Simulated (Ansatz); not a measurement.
# AlAs: a point defect seen from the nuclei (Hf on an Al site), part 2 of 3

Wanted: the field gradients around Hf on an Al site in AlAs, cell charge +1, before and after the neighbours move. The cell is a supercell built from a COD entry. Planned: a single point, then a relaxation, then a check of ecutwfc.

Ansatz 0.2.0; DFT, PBE, plane-wave PAW, default files, scalar-relativistic, as far as a step names no other. The steps go on from the part before.

### Step 3. Ions relaxed

Changes to input.yaml since step 2:

```diff
@@ -75 +75,4 @@
     contact_densities: true
+relax:
+  f_tol: 0.03
+  max_steps: 40
```

Started as:

```
> ansatz run input.yaml --threads 4 --pin off --max-ram 8192MiB --backend cpu --events-out ev --progress --plain --runs-dir out
```

What it wrote:

```text
Warning: output.stress: scf.convergence.dr2_threshold = 1e-7 eV (the SCF's general default) is looser than the 5.4e-9 eV advised for a printed stress (1e-10 eV for each atom of the cell: 54). What an SCF threshold leaves in a stress goes as its square root, and in the free energy as the threshold itself, and one threshold admits the most on a small cell: of the crystals measured, under no hybrid functional and no lock of the moments, on runs that ended without the residual-converged pass, on stresses that held no estimate of that error, the worst erred by over 100 MPa in a component at 1e-7 eV an atom and by under 5 at 1e-10. Every solve of this run answers to scf.convergence.dr2_threshold, and the tensor of one is reported: a single SCF on the reported geometry and on this run's grids (its basis.xc_grid and basis.ecutrho_ratio typed), with scf.convergence.dr2_threshold at 5.4e-9 eV or tighter, prints it and tightens no other solve. Else set scf.convergence.dr2_threshold to 5.4e-9 eV or tighter. The threshold is an SCF's pass mark: one that does not reach it within its budget of iterations ends unconverged, or closes short of it on a stop that the run arms, and scf.convergence.dr2_threshold's page says what that costs each kind of run
Warning: RAYON_NUM_THREADS=4 ignored (pool sized by the plan → 4); use --threads N
Hf: output.efg is read without spin–orbit coupling, which moves field gradients at and beside such atoms by some per cent and up to a factor of two; PAW files take it under magnetization.noncollinear and magnetization.spin_orbit
[... 10 set-up lines as earlier in the session ...]
Crystal: 54 atoms, lattice volume = 1224.439 Å³
Basis set: ecut = 420 eV, 23973 PW (Γ), exchange–correlation on 162×162×162 points (8 copies of the dense FFT grid, shifted against one another)
Bands: 308, of which v1, the nominal top of the filled ones, is band 254 counted from 1 (253 counted from 0)
[... 2 set-up lines as earlier in the session ...]
k-points: 3 of 8
[... 10 set-up lines as earlier in the session ...]
SCF iter   1: F=—  HF=-160843.970308 eV  |F-HF|=—  |Δ(HF+E_count)|=         —  Δρ=4.38e-3  dr2=2.64e-1  ethr=1.77e-3  ⟨swp⟩=6.3  Hψ=3459  notcnv=0  defer=50
preconditioner: auto → Resta (q_TF=auto, 2.356 Å⁻¹)  ε∞=4.4  [insulator: Δε(μ)=1.343 eV  Ē_g=8.750 eV  σ=0.010 eV  W_gap=1.00  n_scr=282 (ndim 8)  ℏωp=16.1 eV  f_vac=0.006  D(μ)=0.00/eV (n_scr^D=0)  ε∞_Penn≈4.4]
SCF iter   2: F=—  HF=-160843.896237 eV  |F-HF|=—  |Δ(HF+E_count)|=   7.41e-2  Δρ=2.14e-3  dr2=5.60e-2  ethr=5.20e-5  ⟨swp⟩=2.7  Hψ=1859  notcnv=0  defer=137
SCF iter   3: F=—  HF=-160843.876346 eV  |F-HF|=—  |Δ(HF+E_count)|=   1.99e-2  Δρ=8.29e-4  dr2=1.00e-2  ethr=1.10e-5  ⟨swp⟩=3.0  Hψ=1587  notcnv=0  defer=137
SCF iter   4: F=—  HF=-160843.871959 eV  |F-HF|=—  |Δ(HF+E_count)|=   4.39e-3  Δρ=2.78e-4  dr2=1.41e-3  ethr=1.97e-6  ⟨swp⟩=3.0  Hψ=1754  notcnv=0  defer=137
SCF iter   5: F=—  HF=-160843.871770 eV  |F-HF|=—  |Δ(HF+E_count)|=   1.89e-4  Δρ=1.07e-4  dr2=2.34e-4  ethr=2.77e-7  ⟨swp⟩=3.0  Hψ=1625  notcnv=0  defer=137
SCF iter   6: F=—  HF=-160843.871787 eV  |F-HF|=—  |Δ(HF+E_count)|=   1.70e-5  Δρ=3.84e-5  dr2=3.31e-5  ethr=4.61e-8  ⟨swp⟩=2.0  Hψ=1138  notcnv=0  defer=137
SCF iter   7: F=-160843.871802 eV  HF=-160843.871802 eV  |F-HF|=7.62e-7  |Δ(HF+E_count)|=   1.53e-5  Δρ=1.08e-5  dr2=2.78e-6  ethr=4.43e-9  ⟨swp⟩=4.0  Hψ=2612  notcnv=0
SCF 1 converged in 7 iterations: F = -160843.871802 eV  dr2 = 2.78e-6
relax step   1: F+E_penalty+E_count = -160843.87180160 eV  Δ(F+E_penalty+E_count) = +0.000e0 eV  max|allowed force component| = 8.665e-1 eV/Å  Δτ_max = 0.0000 Å  (7 SCF iters, dr2 threshold 2.25e-5 eV, accepted)
Initial density: handed on by an earlier stage of this run
Initial wavefunctions: those handed on with the density
iter 1 solved again at ethr=2.23e-4 eV; its pass at ethr=3.10e-3 eV (dr2=1.14e0 eV) is discarded
SCF iter   1: F=—  HF=-160844.390084 eV  |F-HF|=—  |Δ(HF+E_count)|=         —  Δρ=5.94e-3  dr2=1.17e0  ethr=2.23e-4  ⟨swp⟩=1.0  Hψ=2788  notcnv=0  defer=136
preconditioner: auto → Resta (q_TF=auto, 2.356 Å⁻¹)  ε∞=4.4  [insulator: Δε(μ)=1.431 eV  Ē_g=8.709 eV  σ=0.010 eV  W_gap=1.00  n_scr=282 (ndim 8)  ℏωp=16.1 eV  f_vac=0.007  D(μ)=0.00/eV (n_scr^D=0)  ε∞_Penn≈4.4]
SCF iter   2: F=—  HF=-160844.207274 eV  |F-HF|=—  |Δ(HF+E_count)|=   1.83e-1  Δρ=2.44e-3  dr2=7.38e-2  ethr=2.23e-4  ⟨swp⟩=4.0  Hψ=1198  notcnv=0  defer=136
SCF iter   3: F=—  HF=-160844.196286 eV  |F-HF|=—  |Δ(HF+E_count)|=   1.10e-2  Δρ=1.37e-3  dr2=2.65e-2  ethr=1.45e-5  ⟨swp⟩=3.0  Hψ=1585  notcnv=0  defer=137
SCF iter   4: F=—  HF=-160844.194099 eV  |F-HF|=—  |Δ(HF+E_count)|=   2.19e-3  Δρ=5.47e-4  dr2=6.22e-3  ethr=5.22e-6  ⟨swp⟩=2.3  Hψ=1713  notcnv=0  defer=137
SCF iter   5: F=—  HF=-160844.191989 eV  |F-HF|=—  |Δ(HF+E_count)|=   2.11e-3  Δρ=1.33e-4  dr2=2.70e-4  ethr=1.22e-6  ⟨swp⟩=2.7  Hψ=1579  notcnv=0  defer=137
SCF iter   6: F=-160844.192065 eV  HF=-160844.192070 eV  |F-HF|=5.21e-6  |Δ(HF+E_count)|=   8.12e-5  Δρ=4.54e-5  dr2=3.50e-5  ethr=9.24e-9  ⟨swp⟩=2.3  Hψ=3132  notcnv=0
SCF 2 converged in 6 iterations: F = -160844.192065 eV  dr2 = 3.50e-5
relax step   2: F+E_penalty+E_count = -160844.19206476 eV  Δ(F+E_penalty+E_count) = -3.203e-1 eV  max|allowed force component| = 3.689e-1 eV/Å  Δτ_max = 0.1786 Å  (6 SCF iters, dr2 threshold 4.69e-5 eV, accepted)
SCF iter   1: F=—  HF=-160844.350652 eV  |F-HF|=—  |Δ(HF+E_count)|=         —  Δρ=2.68e-3  dr2=2.38e-1  ethr=4.24e-4  ⟨swp⟩=3.3  Hψ=1714  notcnv=0  defer=137
preconditioner: auto → Resta (q_TF=auto, 2.356 Å⁻¹)  ε∞=4.4  [insulator: Δε(μ)=1.324 eV  Ē_g=8.732 eV  σ=0.010 eV  W_gap=1.00  n_scr=282 (ndim 8)  ℏωp=16.1 eV  f_vac=0.007  D(μ)=0.00/eV (n_scr^D=0)  ε∞_Penn≈4.4]
SCF iter   2: F=—  HF=-160844.321640 eV  |F-HF|=—  |Δ(HF+E_count)|=   2.90e-2  Δρ=1.32e-3  dr2=4.36e-2  ethr=4.69e-5  ⟨swp⟩=3.0  Hψ=1146  notcnv=0  defer=137
SCF iter   3: F=—  HF=-160844.315608 eV  |F-HF|=—  |Δ(HF+E_count)|=   6.03e-3  Δρ=2.41e-4  dr2=1.10e-3  ethr=8.57e-6  ⟨swp⟩=3.0  Hψ=1176  notcnv=0  defer=137
SCF iter   4: F=—  HF=-160844.315121 eV  |F-HF|=—  |Δ(HF+E_count)|=   4.86e-4  Δρ=1.40e-4  dr2=2.29e-4  ethr=2.17e-7  ⟨swp⟩=3.0  Hψ=1587  notcnv=0  defer=137
SCF iter   5: F=—  HF=-160844.314950 eV  |F-HF|=—  |Δ(HF+E_count)|=   1.71e-4  Δρ=3.73e-5  dr2=2.32e-5  ethr=4.51e-8  ⟨swp⟩=3.0  Hψ=1591  notcnv=0  defer=137
SCF iter   6: F=-160844.314958 eV  HF=-160844.314958 eV  |F-HF|=9.32e-7  |Δ(HF+E_count)|=   8.04e-6  Δρ=9.02e-6  dr2=2.54e-6  ethr=1.67e-9  ⟨swp⟩=4.0  Hψ=3195  notcnv=0
SCF 3 converged in 6 iterations: F = -160844.314958 eV  dr2 = 2.54e-6
relax step   3: F+E_penalty+E_count = -160844.31495755 eV  Δ(F+E_penalty+E_count) = -1.229e-1 eV  max|allowed force component| = 1.073e-1 eV/Å  Δτ_max = 0.0786 Å  (6 SCF iters, dr2 threshold 8.50e-6 eV, accepted)
[... 8 lines left out ...]
relax step   4: F+E_penalty+E_count = -160844.32082443 eV  Δ(F+E_penalty+E_count) = -5.867e-3 eV  max|allowed force component| = 6.294e-3 eV/Å  Δτ_max = 0.0141 Å  (6 SCF iters, dr2 threshold 9.74e-7 eV, accepted)
iter 1 solved again at ethr=2.74e-11 eV; its pass at ethr=3.10e-3 eV (dr2=1.39e-7 eV) is discarded
SCF iter   1: F=—  HF=-160844.321494 eV  |F-HF|=—  |Δ(HF+E_count)|=         —  Δρ=3.06e-6  dr2=1.48e-7  ethr=2.74e-11  ⟨swp⟩=2.0  Hψ=2392  notcnv=0  defer=137
preconditioner: auto → Resta (q_TF=auto, 2.356 Å⁻¹)  ε∞=4.4  [insulator: Δε(μ)=1.389 eV  Ē_g=8.725 eV  σ=0.010 eV  W_gap=1.00  n_scr=282 (ndim 8)  ℏωp=16.1 eV  f_vac=0.007  D(μ)=0.00/eV (n_scr^D=0)  ε∞_Penn≈4.4]
SCF iter   2: F=—  HF=-160844.320824 eV  |F-HF|=—  |Δ(HF+E_count)|=   6.70e-4  Δρ=1.95e-6  dr2=6.24e-8  ethr=1.97e-11  ⟨swp⟩=2.0  Hψ=3270  notcnv=0
SCF iter   3: F=-160844.320824 eV  HF=-160844.320824 eV  |F-HF|=5.76e-9  |Δ(HF+E_count)|=   1.27e-8  Δρ=1.11e-6  dr2=2.31e-8  ethr=1.23e-11  ⟨swp⟩=2.0  Hψ=2810  notcnv=0
SCF 5 converged in 3 iterations: F = -160844.320824 eV  dr2 = 2.31e-8
relax step   5: F+E_penalty+E_count = -160844.32082447 eV  Δ(F+E_penalty+E_count) = -3.562e-8 eV  max|allowed force component| = 6.282e-3 eV/Å  Δτ_max = 0.0000 Å  (3 SCF iters, accepted)
NSCF: frozen V_eff on 3 k-points
the band table was solved once a step of the walk had ended and its energy, with any forces and stress, was formed, with the checks that follow a solve (3415 applications of the Hamiltonian). They found nothing against the state; the energy, forces and stress were not computed again (output.eigenvalues in the input reference)
SCF converged after 3 iterations
Free energy (F): -160844.320824 eV
Harris-Foulkes:  -160844.320824 eV  (|F-HF|=5.76e-9)
Internal energy: -160844.320824 eV  (E = F + TS)
E sigma→0 (E₀):  -160844.320824 eV
Fermi energy:    7.266308 eV
--- Per-component energies (eV) ---
[... 15 lines left out ...]
--- Forces (eV/Å), atoms counted from 1 ---
  atom   1  Hf     0.00000000    -0.00000000    -0.00000000
  atom   2  Al    -0.00145946    -0.00145946    -0.00033943
  atom   3  Al     0.00145946     0.00145946    -0.00033943
  atom   4  Al    -0.00145946    -0.00033943    -0.00145946
  atom   5  Al     0.00041634    -0.00041634    -0.00041634
  atom   6  Al     0.00033943     0.00145946    -0.00145946
[... 48 lines left out ...]
  max |Σ_I F_I| component: 5.31e-16 eV/Å
--- Stress (GPa, compression-positive) ---
        3.500107      -0.000000      -0.000000
        0.000000       3.500107       0.000000
       -0.000000       0.000000       3.500107
  P = ⅓ Tr σ = 3.5001 GPa (35.001 kbar)
--- PAW observables at the nuclei: V_zz in 10²¹ V/m², potentials from the cell's mean, atoms counted from 1 ---
  atom   1  Hf V_zz =    -0.000000   η = 0.0000   by run symmetry: forbidden   C_q = -0.0000 MHz
            electrostatic potential = -14170.478634 V   contact ρ = 7528672.995319 e/Å³
  atom   2  Al V_zz =    +0.957250   η = 0.1383   by run symmetry: allowed   C_q = +3.3932 MHz
            electrostatic potential = -1227.799787 V   contact ρ = 10084.858855 e/Å³
  atom   3  Al V_zz =    +0.957250   η = 0.1383   by run symmetry: allowed   C_q = +3.3932 MHz
            electrostatic potential = -1227.799787 V   contact ρ = 10084.858855 e/Å³
  atom   4  Al V_zz =    +0.957250   η = 0.1383   by run symmetry: allowed   C_q = +3.3932 MHz
            electrostatic potential = -1227.799787 V   contact ρ = 10084.858855 e/Å³
  atom   5  Al V_zz =    -0.190793   η = 0.0000   by run symmetry: allowed   C_q = -0.6763 MHz
            electrostatic potential = -1227.876328 V   contact ρ = 10084.801319 e/Å³
  atom   6  Al V_zz =    +0.957250   η = 0.1383   by run symmetry: allowed   C_q = +3.3932 MHz
            electrostatic potential = -1227.799787 V   contact ρ = 10084.858855 e/Å³
  atom   7  Al V_zz =    +0.957250   η = 0.1383   by run symmetry: allowed   C_q = +3.3932 MHz
            electrostatic potential = -1227.799787 V   contact ρ = 10084.858855 e/Å³
  atom   8  Al V_zz =    +0.957250   η = 0.1383   by run symmetry: allowed   C_q = +3.3932 MHz
            electrostatic potential = -1227.799787 V   contact ρ = 10084.858855 e/Å³
  atom   9  Al V_zz =    -0.090039   η = 0.0000   by run symmetry: allowed   C_q = -0.3192 MHz
            electrostatic potential = -1227.885772 V   contact ρ = 10084.783041 e/Å³
  atom  10  Al V_zz =    +0.957250   η = 0.1383   by run symmetry: allowed   C_q = +3.3932 MHz
            electrostatic potential = -1227.799787 V   contact ρ = 10084.858855 e/Å³
  atom  11  Al V_zz =    -0.190793   η = 0.0000   by run symmetry: allowed   C_q = -0.6763 MHz
            electrostatic potential = -1227.876328 V   contact ρ = 10084.801319 e/Å³
  atom  12  Al V_zz =    +0.957250   η = 0.1383   by run symmetry: allowed   C_q = +3.3932 MHz
            electrostatic potential = -1227.799787 V   contact ρ = 10084.858855 e/Å³
  atom  13  Al V_zz =    -0.190793   η = 0.0000   by run symmetry: allowed   C_q = -0.6763 MHz
            electrostatic potential = -1227.876328 V   contact ρ = 10084.801319 e/Å³
  atom  14  Al V_zz =    -0.190793   η = 0.0000   by run symmetry: allowed   C_q = -0.6763 MHz
            electrostatic potential = -1227.876328 V   contact ρ = 10084.801319 e/Å³
  atom  15  Al V_zz =    -0.115250   η = 0.7853   by run symmetry: allowed   C_q = -0.4085 MHz
            electrostatic potential = -1227.893004 V   contact ρ = 10084.793933 e/Å³
  atom  16  Al V_zz =    +0.957250   η = 0.1383   by run symmetry: allowed   C_q = +3.3932 MHz
            electrostatic potential = -1227.799787 V   contact ρ = 10084.858855 e/Å³
  atom  17  Al V_zz =    -0.115250   η = 0.7853   by run symmetry: allowed   C_q = -0.4085 MHz
            electrostatic potential = -1227.893004 V   contact ρ = 10084.793933 e/Å³
  atom  18  Al V_zz =    -0.115250   η = 0.7853   by run symmetry: allowed   C_q = -0.4085 MHz
            electrostatic potential = -1227.893004 V   contact ρ = 10084.793933 e/Å³
  atom  19  Al V_zz =    +0.957250   η = 0.1383   by run symmetry: allowed   C_q = +3.3932 MHz
            electrostatic potential = -1227.799787 V   contact ρ = 10084.858855 e/Å³
  atom  20  Al V_zz =    +0.957250   η = 0.1383   by run symmetry: allowed   C_q = +3.3932 MHz
            electrostatic potential = -1227.799787 V   contact ρ = 10084.858855 e/Å³
  atom  21  Al V_zz =    -0.090039   η = 0.0000   by run symmetry: allowed   C_q = -0.3192 MHz
            electrostatic potential = -1227.885772 V   contact ρ = 10084.783041 e/Å³
  atom  22  Al V_zz =    +0.957250   η = 0.1383   by run symmetry: allowed   C_q = +3.3932 MHz
            electrostatic potential = -1227.799787 V   contact ρ = 10084.858855 e/Å³
  atom  23  Al V_zz =    -0.115250   η = 0.7853   by run symmetry: allowed   C_q = -0.4085 MHz
            electrostatic potential = -1227.893004 V   contact ρ = 10084.793933 e/Å³
  atom  24  Al V_zz =    -0.115250   η = 0.7853   by run symmetry: allowed   C_q = -0.4085 MHz
            electrostatic potential = -1227.893004 V   contact ρ = 10084.793933 e/Å³
  atom  25  Al V_zz =    -0.090039   η = 0.0000   by run symmetry: allowed   C_q = -0.3192 MHz
            electrostatic potential = -1227.885772 V   contact ρ = 10084.783041 e/Å³
  atom  26  Al V_zz =    -0.115250   η = 0.7853   by run symmetry: allowed   C_q = -0.4085 MHz
            electrostatic potential = -1227.893004 V   contact ρ = 10084.793933 e/Å³
  atom  27  Al V_zz =    -0.090039   η = 0.0000   by run symmetry: allowed   C_q = -0.3192 MHz
            electrostatic potential = -1227.885772 V   contact ρ = 10084.783041 e/Å³
  atom  28  As V_zz =    -8.397433   η = 0.0000   by run symmetry: allowed   C_q = -63.1483 MHz
            electrostatic potential = -4513.600376 V   contact ρ = 235486.726537 e/Å³
  atom  29  As V_zz =    -0.612396   η = 0.8207   by run symmetry: allowed   C_q = -4.6052 MHz
            electrostatic potential = -4513.633398 V   contact ρ = 235485.815909 e/Å³
  atom  30  As V_zz =    -8.397433   η = 0.0000   by run symmetry: allowed   C_q = -63.1483 MHz
            electrostatic potential = -4513.600376 V   contact ρ = 235486.726537 e/Å³
  atom  31  As V_zz =    -0.612396   η = 0.8207   by run symmetry: allowed   C_q = -4.6052 MHz
            electrostatic potential = -4513.633398 V   contact ρ = 235485.815909 e/Å³
  atom  32  As V_zz =    -0.612396   η = 0.8207   by run symmetry: allowed   C_q = -4.6052 MHz
            electrostatic potential = -4513.633398 V   contact ρ = 235485.815909 e/Å³
  atom  33  As V_zz =    +0.548512   η = 0.5849   by run symmetry: allowed   C_q = +4.1248 MHz
            electrostatic potential = -4513.637774 V   contact ρ = 235485.553847 e/Å³
  atom  34  As V_zz =    -8.397433   η = 0.0000   by run symmetry: allowed   C_q = -63.1483 MHz
            electrostatic potential = -4513.600376 V   contact ρ = 235486.726537 e/Å³
  atom  35  As V_zz =    +0.548512   η = 0.5849   by run symmetry: allowed   C_q = +4.1248 MHz
            electrostatic potential = -4513.637774 V   contact ρ = 235485.553847 e/Å³
  atom  36  As V_zz =    +0.548512   η = 0.5849   by run symmetry: allowed   C_q = +4.1248 MHz
            electrostatic potential = -4513.637774 V   contact ρ = 235485.553847 e/Å³
  atom  37  As V_zz =    -0.612396   η = 0.8207   by run symmetry: allowed   C_q = -4.6052 MHz
            electrostatic potential = -4513.633398 V   contact ρ = 235485.815909 e/Å³
  atom  38  As V_zz =    -0.612396   η = 0.8207   by run symmetry: allowed   C_q = -4.6052 MHz
            electrostatic potential = -4513.633398 V   contact ρ = 235485.815909 e/Å³
  atom  39  As V_zz =    +0.548512   η = 0.5849   by run symmetry: allowed   C_q = +4.1248 MHz
            electrostatic potential = -4513.637774 V   contact ρ = 235485.553847 e/Å³
  atom  40  As V_zz =    -0.612396   η = 0.8207   by run symmetry: allowed   C_q = -4.6052 MHz
            electrostatic potential = -4513.633398 V   contact ρ = 235485.815909 e/Å³
  atom  41  As V_zz =    +0.032943   η = 0.0000   by run symmetry: allowed   C_q = +0.2477 MHz
            electrostatic potential = -4513.682995 V   contact ρ = 235485.433237 e/Å³
  atom  42  As V_zz =    +0.032943   η = 0.0000   by run symmetry: allowed   C_q = +0.2477 MHz
            electrostatic potential = -4513.682995 V   contact ρ = 235485.433237 e/Å³
  atom  43  As V_zz =    +0.548512   η = 0.5849   by run symmetry: allowed   C_q = +4.1248 MHz
            electrostatic potential = -4513.637774 V   contact ρ = 235485.553847 e/Å³
  atom  44  As V_zz =    +0.032943   η = 0.0000   by run symmetry: allowed   C_q = +0.2477 MHz
            electrostatic potential = -4513.682995 V   contact ρ = 235485.433237 e/Å³
  atom  45  As V_zz =    +0.548512   η = 0.5849   by run symmetry: allowed   C_q = +4.1248 MHz
            electrostatic potential = -4513.637774 V   contact ρ = 235485.553847 e/Å³
  atom  46  As V_zz =    -8.397433   η = 0.0000   by run symmetry: allowed   C_q = -63.1483 MHz
            electrostatic potential = -4513.600376 V   contact ρ = 235486.726537 e/Å³
  atom  47  As V_zz =    +0.548512   η = 0.5849   by run symmetry: allowed   C_q = +4.1248 MHz
            electrostatic potential = -4513.637774 V   contact ρ = 235485.553847 e/Å³
  atom  48  As V_zz =    +0.548512   η = 0.5849   by run symmetry: allowed   C_q = +4.1248 MHz
            electrostatic potential = -4513.637774 V   contact ρ = 235485.553847 e/Å³
  atom  49  As V_zz =    +0.548512   η = 0.5849   by run symmetry: allowed   C_q = +4.1248 MHz
            electrostatic potential = -4513.637774 V   contact ρ = 235485.553847 e/Å³
  atom  50  As V_zz =    +0.032943   η = 0.0000   by run symmetry: allowed   C_q = +0.2477 MHz
            electrostatic potential = -4513.682995 V   contact ρ = 235485.433237 e/Å³
  atom  51  As V_zz =    +0.548512   η = 0.5849   by run symmetry: allowed   C_q = +4.1248 MHz
            electrostatic potential = -4513.637774 V   contact ρ = 235485.553847 e/Å³
  atom  52  As V_zz =    +0.548512   η = 0.5849   by run symmetry: allowed   C_q = +4.1248 MHz
            electrostatic potential = -4513.637774 V   contact ρ = 235485.553847 e/Å³
  atom  53  As V_zz =    +0.548512   η = 0.5849   by run symmetry: allowed   C_q = +4.1248 MHz
            electrostatic potential = -4513.637774 V   contact ρ = 235485.553847 e/Å³
  atom  54  As V_zz =    +0.000000   η = 0.0000   by run symmetry: forbidden   C_q = +0.0000 MHz
            electrostatic potential = -4513.677499 V   contact ρ = 235485.532549 e/Å³
--- Band table (eV) ---
[... 3 lines left out ...]
--- Relaxed structure (5 steps of the walk, 5 accepted, 0 SCFs on fresh bases) ---
  F+E_penalty+E_count = -160844.32082447 eV   max|allowed force component| = 6.282e-3 eV/Å
  atoms:
[... 54 lines left out ...]
--- Löwdin populations: 54 sites ---
  site symbol       q [e]
[... 54 lines left out ...]
  spilling = 0.002768 (of n_electrons = 508.000000)
```

Run time: 1.7 min. Hardware: 4 threads of Arm Neoverse V2, shared host; peak memory 5.6 GiB.

The steps of the relaxation:

```csv
step,energy change (eV),largest force component (eV/Å)
1,0.0000,0.866
2,-0.3203,0.369
3,-0.4432,0.107
4,-0.4490,0.006
5,-0.4490,0.006
```

Atom 28 and its like (As) moved farthest, 0.114 Å; the mean move was 0.025 Å.

At the end: gap on the mesh 1.39 eV, largest force 0.011 eV/Å, pressure 3.5 GPa.

Beside the values of step 2 (V_zz in 10²¹ V/m²):

```csv
site,atoms,"V_zz, PBE","V_zz, PBE relaxed","η, PBE","η, PBE relaxed"
Hf,1,0.00,0.00,–,–
As28,"28, 30, 34, …",-10.46,-8.40,0.00,0.00
Al2,"2, 3, 4, …",0.76,0.96,0.08,0.14
As33,"33, 35, 36, …",-0.96,0.55,0.11,0.58
Al15,"15, 17, 18, …",-0.070,-0.12,0.91,0.79
As29,"29, 31, 32, …",2.12,-0.61,0.33,0.82
Al5,"5, 11, 13, …",-0.095,-0.19,0.00,0.00
Al9,"9, 21, 25, …",-0.10,-0.090,0.00,0.00
As41,"41, 42, 44, …",-0.026,0.033,0.00,0.00
As54,54,0.00,0.00,–,–
```

The printed gradients, by site:

| site | atoms | distance from the defect (Å) | V_zz (10²¹ V/m²) | η | C_Q (MHz) |
| --- | --- | --- | --- | --- | --- |
| Hf | 1 | 0.00 | 0.00 | – | 0 (¹⁷⁷Hf) |
| As28 | 28, 30, 34, 46 | 2.57 | -8.40 | 0.00 | -63.1 (⁷⁵As) |
| Al2 | 2, 3, 4, 6, … | 4.05 | 0.96 | 0.14 | 3.39 (²⁷Al) |
| As33 | 33, 35, 36, 39, … | 4.70 | 0.55 | 0.58 | 4.12 (⁷⁵As) |
| Al15 | 15, 17, 18, 23, … | 5.67 | -0.12 | 0.79 | -0.409 (²⁷Al) |
| As29 | 29, 31, 32, 37, … | 6.17 | -0.61 | 0.82 | -4.61 (⁷⁵As) |
| Al9 | 9, 21, 25, 27 | 6.93 | -0.090 | 0.00 | -0.319 (²⁷Al) |
| Al5 | 5, 11, 13, 14 | 6.93 | -0.19 | 0.00 | -0.676 (²⁷Al) |
| As54 | 54 | 7.35 | 0.00 | – | 0 (⁷⁵As) |
| As41 | 41, 42, 44, 50 | 7.35 | 0.033 | 0.00 | 0.248 (⁷⁵As) |

Direction of the V_zz axis (Cartesian unit vector):

| site | atom | x | y | z |
| --- | --- | --- | --- | --- |
| Al2 | 2 | 0.62 | 0.62 | -0.48 |
| Al5 | 5 | -0.58 | 0.58 | 0.58 |
| Al9 | 9 | -0.58 | 0.58 | 0.58 |
| Al15 | 15 | 0.71 | 0.71 | 0.00 |
| As28 | 28 | 0.58 | 0.58 | 0.58 |
| As29 | 29 | 0.71 | -0.71 | 0.00 |
| As33 | 33 | 0.71 | 0.71 | 0.00 |
| As41 | 41 | 0.58 | 0.58 | 0.58 |

The sizes of the gradients above 0.15 moved by 43 % in the median, 71 % at the site that moves most (small gradients counted from 0.15; As29, 2.12 to -0.61), with a change of sign at As33, As29.

[end of part 2 of 3]
